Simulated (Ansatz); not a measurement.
# One shape, several levels: triplet SnS

Aim: a comparison of 4 runs (UHSE06/STO-3G, UPBE0/STO-3G, UCCSDTQ/STO-3G, FCI/STO-3G) of triplet SnS. 

Program for the calculation: Ansatz 0.2.0.

53 further runs of the same task are left out: 19 that didn't finish, 34 set aside as unsound or not needed.

### 1 The molecule

The species is SnS (2 atoms), meant as a triplet with charge 0. SMILES of the parent species: `[S][Sn]`. The bond length is the one measured for the parent species. That shape belongs to the parent species and isn't relaxed for this state.

Bond lengths: S1–Sn2 2.209 Å.

### 2 A single-point energy at UHSE06/STO-3G (run 1)

File job.yaml:

```yaml
crystal:
  periodic: [false, false, false]
  atoms:
    - symbol: S
      position_ang: [0.000000, 0.000000, 0.000000]
    - symbol: Sn
      position_ang: [0.000000, 0.000000, 2.209026]
basis:
  gaussian: {orbitals: STO-3G}
magnetization: {spin_polarized: true, initial_magnetization: 2}
hamiltonian: {xc: hse06}
accuracy: high
```

Launch:

```console
ansatz run job.yaml --threads 1 --pin off --max-ram 2610MiB --events-out events.jsonl --progress --plain --runs-dir runs
```

Standard output:

```text
Warning: RAYON_NUM_THREADS=1 ignored (pool sized by the plan → 1); use --threads N
Functional definition: HSE06
  name "HSE06"
  parameter a = 0.25
  parameter omega = 0.11/bohr
  exchange = pbe_x - a*pbe_x_sr(omega) + a*exact_x_sr(omega)
  correlation = pbe_c
635 factors; integrals over basis functions are off by at most 1.2e-8 eV
49 factors; integrals over basis functions are off by at most 5.1e-10 eV
mean field evaluation 1: about -173025.3741 eV, gradient 8.6e0 eV
mean field evaluation 2: about -173013.9542 eV, gradient 3.4e1 eV
mean field evaluation 4: about -173026.2717 eV, gradient 3.2e-1 eV
mean field evaluation 8: about -173026.2807 eV, gradient 1.6e-1 eV
mean field evaluation 16: about -173026.2810 eV, gradient 8.1e-5 eV
mean field evaluation 32: about -173026.4728 eV, gradient 7.0e-2 eV
mean field evaluation 64: about -173026.1336 eV, gradient 4.6e-1 eV
mean field -173026.47376761 eV, -6358.6056294036 hartree, gradient 4.5e-8 eV, S^2 2.001533; 10 other end points of the search recorded, 0 dependent functions left out
reference -173026.47376925 eV, -6358.6056294636 hartree; 34, 32 occupied and 2, 4 virtual orbitals, 635 factors
Total energy: -173026.47376925 eV, -6358.6056294636 hartree
```

Wall time 14 s (1 thread of Arm Neoverse V1, shared host); peak memory 0.18 GiB.

### 3 A single-point energy at UPBE0/STO-3G (run 2)

File molecule.yaml:

```yaml
crystal:
  periodic: [false, false, false]
  atoms:
    - symbol: S
      position_ang: [0.000000, 0.000000, 0.000000]
    - symbol: Sn
      position_ang: [0.000000, 0.000000, 2.209026]
basis:
  gaussian: {orbitals: STO-3G}
magnetization: {spin_polarized: true, initial_magnetization: 2}
hamiltonian: {xc: {name: PBE0}}
accuracy: high
```

Launch:

```console
ansatz run molecule.yaml --threads 1 --pin off --max-ram 2610MiB --events-out events.jsonl --progress --plain --runs-dir runs
```

Standard output:

```text
Warning: RAYON_NUM_THREADS=1 ignored (pool sized by the plan → 1); use --threads N
Functional definition: PBE0
  name "PBE0"
[... 1 set-up line as earlier in the session ...]
  parameter kappa = 0.804
  parameter beta = 0.06672455060314922
  exchange = (1 - a)*pbe_x(kappa = kappa, mu = beta*pi^2/3) + a*exact_x
  correlation = pbe_c(beta = beta)
635 factors; integrals over basis functions are off by at most 1.2e-8 eV
mean field evaluation 1: about -173024.8559 eV, gradient 9.0e0 eV
mean field evaluation 2: about -173015.0857 eV, gradient 3.4e1 eV
mean field evaluation 4: about -173025.8661 eV, gradient 3.0e-1 eV
mean field evaluation 8: about -173025.8798 eV, gradient 6.2e-2 eV
mean field evaluation 16: about -173025.8799 eV, gradient 4.6e-6 eV
mean field evaluation 32: about -173026.0825 eV, gradient 2.9e-1 eV
mean field -173026.08524363 eV, -6358.5913514105 hartree, gradient 3.5e-8 eV, S^2 2.001551; 3 other end points of the search recorded, 0 dependent functions left out
reference -173026.08524486 eV, -6358.5913514556 hartree; 34, 32 occupied and 2, 4 virtual orbitals, 635 factors
Total energy: -173026.08524486 eV, -6358.5913514556 hartree
```

Run time: 8.1 s. Hardware: 1 thread of Arm Neoverse V1, shared host; peak memory 0.18 GiB.

Run 3 isn't shown in full; the table further down has it.

### 4 A single-point energy at FCI/STO-3G (run 4)

File in.yaml:

```yaml
crystal:
  periodic: [false, false, false]
  atoms:
    - symbol: S
      position_ang: [0.000000, 0.000000, 0.000000]
    - symbol: Sn
      position_ang: [0.000000, 0.000000, 2.209026]
basis:
  gaussian: {orbitals: STO-3G}
magnetization: {spin_polarized: true, initial_magnetization: 2}
correlation: {method: fci, frozen_orbitals: {S: 5, Sn: 18}}
accuracy: high
```

Launch:

```console
ansatz run in.yaml --threads 1 --pin off --max-ram 2610MiB --events-out events.jsonl --progress --plain --runs-dir runs
```

Standard output (excerpt; [...] marks lines left out):

```text
Warning: RAYON_NUM_THREADS=1 ignored (pool sized by the plan → 1); use --threads N
Functional definition: HF
  name "HF"
[...]
635 factors; integrals over basis functions are off by at most 1.2e-8 eV
[...]
mean field -172966.62672395 eV, -6356.4062911146 hartree, gradient 1.4e-8 eV, S^2 2.005177; 23 other end points of the search recorded, 0 dependent functions left out
determinant -172966.62672395 eV, -6356.4062911146 hartree, with singles and doubles -172967.61772821 eV, -6356.4427098495 hartree
determinant -172966.34445537 eV, -6356.3959179358 hartree, with singles and doubles -172967.68805889 eV, -6356.4452944542 hartree
determinant -172966.30010463 eV, -6356.3942880759 hartree, with singles and doubles -172967.24243192 eV, -6356.4289179653 hartree
determinant -172966.62672395 eV, -6356.4062911146 hartree, with singles and doubles -172967.67681673 eV, -6356.4448813126 hartree
determinant -172966.34445537 eV, -6356.3959179358 hartree, with singles and doubles -172967.74471393 eV, -6356.4473764885 hartree
determinant -172966.30010463 eV, -6356.3942880759 hartree, with singles and doubles -172967.25297801 eV, -6356.4293055270 hartree
[...]
23 core orbitals not correlated: weight in the atoms' cores, before any rotation towards them, 1.000 or more for the frozen orbitals, at most 0.000 for the correlated occupied ones
reference -172966.60037691 eV, -6356.4053228790 hartree; 11, 9 occupied and 2, 4 virtual orbitals, 635 factors
state -172967.90924353 eV, -6356.4534228400 hartree
23 core orbitals not correlated: weight in the atoms' cores, before any rotation towards them, 1.000 or more for the frozen orbitals, at most 0.000 for the correlated occupied ones
state -172967.90754652 eV, -6356.4533604760 hartree
Total energy: -172967.90924353 eV, -6356.4534228400 hartree
```

It took 11 s on 1 thread of Arm Neoverse V1, shared host; peak memory 0.12 GiB.

### 5 All runs side by side

| run | level | frozen core orbitals | energy (Eh) | ⟨S²⟩ | wall time |
| --- | --- | --- | --- | --- | --- |
| 1 | UHSE06/STO-3G | – | -6358.605629 | 2.002 | 14 s |
| 2 | UPBE0/STO-3G | – | -6358.591351 | 2.002 | 8.1 s |
| 3 | UCCSDTQ/STO-3G | 23 | -6356.453407 | 2.005 | 2.1 min |
| 4 | FCI/STO-3G | 23 | -6356.453423 | – | 11 s |

### 6 Summary of results

| quantity | value |
| --- | --- |
| run 4: total energy | -6356.45342 Eh |
| run 4: correlation energy (23 core orbitals frozen) | -48.1 mEh |

Against full CI in this basis: UCCSDTQ +0.0 mEh. Totals of different functionals can't be ranked against each other. In runs 1, 2, 3, 4 the basis is minimal, so the values are rough. In runs 1, 2, 3, 4 relativity is left out where basis or elements ask for it. All runs together took 2.6 min, the longest 2.1 min.
